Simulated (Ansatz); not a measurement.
# H2BrO (doublet): the correlation ladder at distance O1–H3 along a hydrogen transfer = 0.960 Å, cc-pVDZ

Aim: climb from Hartree-Fock through coupled cluster and multireference methods for H2BrO (doublet) at one geometry and basis, and see what each rung misses.

Program: Ansatz 0.2.0, Gaussian basis. Level of theory: cc-pVDZ, core rule «outside noble gas», up to 15 orbitals frozen. These are calculated values, not measurements.

Plan: UHF; CCSD(T) on ROHF; CCSD(T) on UHF; BCCD(T) on ROHF; CISD; CCSDT(Q) on ROHF; CCSDT(Q) on UHF; CASSCF and MRCISD+Q, 3 electrons in 3 orbitals; CASSCF and NEVPT2, 3 electrons in 3 orbitals; CASSCF and MRCISD+Q, 15 electrons in 10 orbitals; CASSCF and NEVPT2, 15 electrons in 10 orbitals.

6 further runs of the same task are left out: 6 that didn't finish.

### Step 1. What is computed

The geometry derives from fragments relaxed apart (PBE0/def2-TZVP) and kept rigid, so it is no stationary point. A hydrogen atom is moved between rigid fragments. No spin-orbit coupling is included. The filled d shell of Br may be among the frozen orbitals whatever the setting's name suggests; the logs give the count.

4 atoms, charge 0, spin multiplicity 2.

Atoms are counted from 1 here; the program's logs count them from 0.

Bond lengths: O1–H2 0.960 Å, O1–H3 0.960 Å. Angles: H2–O1–H3 105.1°.

### Step 2. UHF

Contents of in.yaml:

```yaml
crystal:
  periodic: [false, false, false]
  atoms:
    - {symbol: O, position_ang: [-0.881305, -0.231644, 0.000000]}
    - {symbol: H, position_ang: [-1.130614, 0.694932, 0.000000]}
    - {symbol: H, position_ang: [0.078224, -0.231644, 0.000000]}
    - {symbol: Br, position_ang: [1.933695, -0.231644, 0.000000]}
basis:
  gaussian: {orbitals: cc-pVDZ}
magnetization: {spin_polarized: true, initial_magnetization: 1}
hamiltonian: {xc: hf}
output: {orbitals: {seedname: orbitals}}
```

The run is started by

```console
$ ansatz run in.yaml --threads 1 --pin off --events-out ev --progress --plain --max-ram 2393MiB
```

Further steps of the session: CCSD(T) on ROHF; CCSD(T) on UHF; BCCD(T) on ROHF; CISD; CCSDT(Q) on ROHF; CCSDT(Q) on UHF; CASSCF and MRCISD+Q, 3 electrons in 3 orbitals; CASSCF and NEVPT2, 3 electrons in 3 orbitals; CASSCF and MRCISD+Q, 15 electrons in 10 orbitals; CASSCF and NEVPT2, 15 electrons in 10 orbitals.

Q: Predict the results of all the runs planned. Wanted: UCCSDT(Q) below the RHF energy; RMP2 from UCCSDT(Q); UMP2 from UCCSDT(Q); RCCSD from UCCSDT(Q); RCCSD(T) from UCCSDT(Q); UCCSD(T) from UCCSDT(Q); RCCSDT(Q) from UCCSDT(Q); MRCISD+Q pair from UCCSDT(Q); NEVPT2 valence from UCCSDT(Q).

As calculated:

| quantity | value |
| --- | --- |
| UCCSDT(Q) below the RHF energy | -9.1368 eV |
| RMP2 from UCCSDT(Q) | +771.3 meV |
| UMP2 from UCCSDT(Q) | +787.9 meV |
| RCCSD from UCCSDT(Q) | +167.1 meV |
| RCCSD(T) from UCCSDT(Q) | +31.8 meV |
| UCCSD(T) from UCCSDT(Q) | +29.0 meV |
| RCCSDT(Q) from UCCSDT(Q) | +2.1 meV |
| MRCISD+Q pair from UCCSDT(Q) | +91.8 meV |
| NEVPT2 valence from UCCSDT(Q) | +1400.5 meV |
| MRCISD+Q valence from UCCSDT(Q) | +50.0 meV |
| levels within 1 kcal/mol (43 meV) | RCCSD(T), UCCSD(T), BCCD(T), RCCSDT, UCCSDT, RCCSDT(Q) |
| T1 diagnostic | 0.031 |
| effectively unpaired electrons | 1.01 |

What this shows: RCCSD(T) misses by +31.8 meV, 0.3 % of the correlation energy. One determinant dominates. Of the multireference levels listed MRCISD+Q valence comes nearest in total energy (+50.0 meV), which doesn't show that its space is the better one. These misses are within one basis, not against nature; the frozen cores of restricted and unrestricted runs differ, which can shift their rows.
